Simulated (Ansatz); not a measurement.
**FGeH₂I: a ladder of functionals and wavefunction methods**

The task here is to estimate one member of a computed series from the others.

Method: functionals in def2-TZVPP, the program's frozen cores in correlated methods; program: Ansatz 0.2.0, Gaussian basis.

The runs, in order: LDA (SPW92), PBE-D4, revPBE-D4, BLYP-D4, r2SCAN-D4, B97M-V, PBE0-D4, B3LYP-D4, r2SCANh-D4, r2SCAN0-D4, HSE06-D4, BHLYP-D4, CAM-B3LYP-D4, LC-ωPBE, ωB97X-V, ωB97M-V, B2PLYP, PBE-QIDH; CCSD(T)/def2-SVP; CCSD(T)/def2-TZVPP; CCSD(T)/def2-QZVPP; extrapolation to the limit; RPA on PBE.

## The relaxed structure

An earlier PBE0-D4 in a triple-zeta def2 set relaxation fixed the geometry. I takes the def2 core potential; no spin-orbit term is included.

SMILES `[F][GeH2][I]`, 5 atoms, charge 0, spin multiplicity 1.

Atoms are counted from 1 here; the program's logs count them from 0.

Bond lengths: F1–Ge2 1.734 Å, Ge2–I3 2.492 Å, Ge2–H4 1.530 Å, Ge2–H5 1.530 Å. Angles: F1–Ge2–I3 107.2°, F1–Ge2–H4 106.6°, F1–Ge2–H5 106.6°, I3–Ge2–H4 110.0°, I3–Ge2–H5 110.0°, H4–Ge2–H5 116.0°.

The first run:

Input file in.yaml:

```yaml
crystal:
  periodic: [false, false, false]
  atoms:
    - {symbol: F, position_ang: [-0.265395, -0.807048, 1.494545]}
    - {symbol: Ge, position_ang: [0.193992, -0.103245, -0.022083]}
    - {symbol: I, position_ang: [-1.690533, 1.351089, -0.758130]}
    - {symbol: H, position_ang: [0.375259, -1.262075, -1.004884]}
    - {symbol: H, position_ang: [1.436479, 0.747780, 0.249251]}
basis:
  gaussian: {orbitals: def2-TZVPP}
hamiltonian: {xc: lda}
output: {orbitals: {seedname: orbitals}}
```

On the command line:

```console
ansatz run in.yaml --threads 2 --pin off --events-out ev --progress --plain --max-ram 32768MiB --backend cpu
```

Steps of the session up to this table: LDA; PBE-D4 (GGA); revPBE-D4 (GGA); BLYP-D4 (GGA); r2SCAN-D4 (meta-GGA); B97M-V (meta-GGA); PBE0-D4 (hybrid); B3LYP-D4 (hybrid); r2SCANh-D4 (hybrid); r2SCAN0-D4 (hybrid); HSE06-D4 (hybrid); BHLYP-D4 (hybrid); CAM-B3LYP-D4 (range-separated); LC-ωPBE (range-separated); ωB97X-V (range-separated); ωB97M-V (range-separated); B2PLYP (double hybrid); PBE-QIDH (double hybrid).

One table of the session follows, with a row left open; its other results are not shown here.

It belongs to the step «Frontier levels by functional». 

| functional | HOMO (eV) | gap (eV) |
| --- | --- | --- |
| LDA (SPW92) | -6.92 | 4.61 |
| PBE-D4 | -6.78 | 4.73 |
| revPBE-D4 | ? | ? |
| BLYP-D4 | -6.60 | 4.60 |
| r2SCAN-D4 | -7.09 | 5.29 |
| B97M-V | -7.11 | 5.32 |
| PBE0-D4 | -7.94 | 6.75 |
| B3LYP-D4 | -7.69 | 6.21 |
| r2SCANh-D4 | -7.51 | 6.01 |
| r2SCAN0-D4 | -8.14 | 7.10 |
| HSE06-D4 | -7.55 | 5.99 |
| BHLYP-D4 | -8.93 | 8.62 |
| CAM-B3LYP-D4 | -9.19 | 8.96 |
| LC-ωPBE | -10.54 | 11.50 |
| ωB97X-V | -10.20 | 11.06 |
| ωB97M-V | -10.06 | 10.74 |

Estimate the missing values for revPBE-D4.

**Answer.** HOMO (eV): -6.73; gap (eV): 4.77. In the column «HOMO (eV)» it lies between PBE-D4 (-6.78) and BLYP-D4 (-6.60).
